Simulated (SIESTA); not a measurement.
NiGe:

```
CELL_PARAMETERS angstrom
5.38100 0.00000 0.00000
0.00000 3.42800 0.00000
0.00000 0.00000 5.81100
ATOMIC_POSITIONS crystal
Ge 0.31200 0.75000 0.91700
Ge 0.68800 0.25000 0.08300
Ge 0.18800 0.25000 0.41700
Ge 0.81200 0.75000 0.58300
Ni 0.49500 0.75000 0.31000
Ni 0.50500 0.25000 0.69000
Ni 0.00500 0.25000 0.81000
Ni 0.99500 0.75000 0.19000
```

```yaml
Program: SIESTA 5.4.2
Task: single point
Functional: PBEsol
Potentials_or_basis: PseudoDojo 0.4 standard (PBEsol files)
Basis: DZP (energy shift 0.003 Ry; two zetas on semicore shells)
Grid_cutoff: 800 Ry
Energy_shift: 0.003 Ry
k_mesh: 5 × 8 × 5
Occupations: fermi-dirac, width 0.05 eV
Spin: collinear spin, ferromagnetic start
Starting_moments: "[0.0, 0.0, 0.0, 0.0, 1.0, 1.0, 1.0, 1.0] μB"
```

On this cell: pressure -1.5 GPa; largest force 0.176 eV/Å; net moment 0.00 μB per cell; band gap on the k mesh none (metal or under the smearing width).

The same run follows on a disturbed copy (atoms moved at random, drawn with an rms of 0.05 Å):

```xyz
8
Lattice="5.3810 0.0000 0.0000 0.0000 3.4280 0.0000 0.0000 0.0000 5.8110" Properties=species:S:1:pos:R:3 pbc="T T T"
Ge    1.6611    2.5533    5.3212
Ge    3.7381    0.9041    0.4538
Ge    0.9981    0.9020    2.4221
Ge    4.3713    2.5952    3.3911
Ni    2.6395    2.6177    1.7592
Ni    2.7200    0.8273    4.0049
Ni    0.0127    0.8450    4.7395
Ni    5.3623    2.5910    1.1367
```

Q: What does the disturbed cell give?

A: The energy (extrapolated to zero smearing) moves by +7.9 meV/atom; pressure -1.2 GPa; largest force 0.929 eV/Å; net moment 0.00 μB per cell; band gap on the k mesh none (metal or under the smearing width).

Forces in eV/Å, atoms in the order of the input:
```
Ge   0.053  0.056 -0.169
Ge  -0.583 -0.143  0.709
Ge   0.331 -0.170 -0.023
Ge  -0.340 -0.248  0.058
Ni   0.231 -0.066  0.286
Ni   0.015  0.270 -0.111
Ni   0.522  0.179 -0.441
Ni  -0.230  0.123 -0.308
```

Stress tensor (GPa, compression positive):
```
-1.94 -0.10 -0.88
-0.10 -1.37  0.14
-0.88  0.14 -0.43
```

Caveats: short orbitals over semicore shells can move pressures by several GPa; the basis of atomic orbitals isn't converged, which shifts pressures, moduli and gaps.
